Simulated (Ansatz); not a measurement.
# VSi2: the cost of one run

Computed with Ansatz 0.2.0 (DFT r2SCAN, scalar-relativistic, plane waves, PAW, unless a step's input says otherwise).

## Step 1: Starting point

It takes space group P6_222 (No. 180, hexagonal). The conventional cell has a = 4.535 Å, b = 4.535 Å, c = 6.319 Å, α = 90.00°, β = 90.00°, γ = 120.00°. V (site symmetry 222) has 10 Si at 2.49 to 2.65 Å as nearest neighbours. Around Si (site symmetry 2) lie 5 Si at 2.46 to 2.65 Å and 5 V at 2.49 to 2.65 Å.

As a file:

```xyz
9
Lattice="4.5348 0.0000 0.0000 -2.2674 3.9273 0.0000 0.0000 0.0000 6.3189" Properties=species:S:1:pos:R:3 pbc="T T T"
V    -1.1337    1.9636    1.0532
V     1.1337    1.9636    5.2658
V     2.2674    0.0000    3.1595
Si    2.2674    2.6509    3.1595
Si   -1.1621    3.2891    5.2658
Si    1.1621    3.2891    1.0532
Si    0.0000    1.2763    3.1595
Si    3.4295    0.6382    5.2658
Si    1.1053    0.6382    1.0532
```

The structure rests on an entry of the Materials Project (structure only); cell or positions may have been set otherwise for this series.

## Step 2: Relaxing cell and atoms: VSi2, no spin

Input file input.yaml:

```yaml
crystal:
  lattice:
    - [4.5347995798, 0.0, 0.0]
    - [-2.2673997899, 3.9272516372, 0.0]
    - [0.0, 0.0, 6.31890063]
  atoms:
    - { symbol: V, position: [0.0, 0.5, 0.16666667] }
    - { symbol: V, position: [0.5, 0.5, 0.83333333] }
    - { symbol: V, position: [0.5, 0.0, 0.5] }
    - { symbol: Si, position: [0.83750678, 0.67501355, 0.5] }
    - { symbol: Si, position: [0.16249323, 0.83750678, 0.83333333] }
    - { symbol: Si, position: [0.67501355, 0.83750678, 0.16666667] }
    - { symbol: Si, position: [0.16249322, 0.32498645, 0.5] }
    - { symbol: Si, position: [0.83750678, 0.16249322, 0.83333333] }
    - { symbol: Si, position: [0.32498645, 0.16249323, 0.16666667] }
scf:
  occupations: { method: methfessel_paxton, width: 0.1 }
output:
  forces: true
  stress: true
  eigenvalues: true
  write_density: true
  write_potential: true
  elf: true
  volumetric_format: npy
kpoints:
  mp_grid: { grid: [12, 12, 8] }
hamiltonian:
  xc: r2scan
relax:
  f_tol: 0.01
  adjacent_minimum: "off"
  cell: { stress_tol: 0.05 }
```

The run is started by

```console
$ ansatz run input.yaml --threads 8 --pin off --max-ram 34816MiB --backend cpu --events-out ev --progress --plain --runs-dir out
```

**Question.** How long does this run take on 8 threads of AMD EPYC 7R43 (Zen 3), shared host, and how much memory does it need?

About 29 s, with a peak of 1.1 GiB.
